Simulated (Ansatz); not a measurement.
# AlGeN+ (doublet): from Hartree-Fock to the top rungs, cc-pVDZ

The task here is to estimate one member of a computed series from the others.

The runs use Ansatz 0.2.0, Gaussian basis; cc-pVDZ, core rule «outside noble gas», up to 20 orbitals frozen.

To be run: UHF; CCSD(T) on ROHF; CCSD(T) on UHF; BCCD(T) on ROHF; CISD; CCSDT(Q) on ROHF; CCSDT(Q) on UHF.

12 further runs of the same task are left out: 6 for a known fault of the program, 6 set aside as unsound or not needed.

## The geometry

The geometry is a PBE0/def2-TZVP stationary point (not a proven minimum) of the parent state, kept for this charge and spin. No spin-orbit coupling is included. The filled d shell of Ge may be among the frozen orbitals whatever the setting's name suggests; the logs give the count.

3 atoms, charge 1, spin multiplicity 2.

Atoms are counted from 1 here; the program's logs count them from 0.

Bond lengths: Al1–N2 1.799 Å, N2–Ge3 1.673 Å. Angles: Al1–N2–Ge3 180.0°.

Set-up of the first run:

Input file in.yaml:

```yaml
crystal:
  periodic: [false, false, false]
  atoms:
    - {symbol: Al, position_ang: [0.000000, 0.000000, 1.757100]}
    - {symbol: N, position_ang: [0.000000, 0.000000, -0.041800]}
    - {symbol: Ge, position_ang: [0.000000, 0.000000, -1.715300]}
basis:
  gaussian: {orbitals: cc-pVDZ}
total_charge: 1
magnetization: {spin_polarized: true, initial_magnetization: 1}
hamiltonian: {xc: hf}
output: {orbitals: {seedname: orbitals}}
```

The run is started by

```console
ansatz run in.yaml --threads 1 --pin off --events-out ev --progress --plain --max-ram 2816MiB --backend cpu
```

Steps of the session up to this table: UHF; CCSD(T) on ROHF; CCSD(T) on UHF; BCCD(T) on ROHF; CISD; CCSDT(Q) on ROHF; CCSDT(Q) on UHF.

One of the session's tables, all rows but one given; the rest of the session is left out.

It belongs to the step «Misses and costs». 

| method | from RCCSDT(Q) (meV) |
| --- | --- |
| ROHF | +7837.4 |
| UHF | +7800.1 |
| RMP2 | +725.9 |
| UMP2 | +711.9 |
| RCCSD | ? |
| UCCSD | +457.9 |
| RCCSD(T) | +67.7 |
| UCCSD(T) | +66.6 |
| BCCD(T) | +60.1 |
| RCCSDT | +43.9 |
| UCCSDT | +43.1 |
| RCCSDT(Q) | 0 |
| UCCSDT(Q) | -10.3 |

Estimate the missing values for RCCSD.

The run gave: from RCCSDT(Q) (meV): +461.0. In the column «from RCCSDT(Q) (meV)» it lies between UCCSD (+457.9) and UMP2 (+711.9).

Not comparable, so not listed: CISD (they don't share determinant, frozen orbitals or solution with the rows shown, or repeat one).

To keep in mind: Restricted and unrestricted rows rest on different reference determinants; where their highest levels disagree by more than a few hundredths of an eV, they describe different states and don't form one ladder.
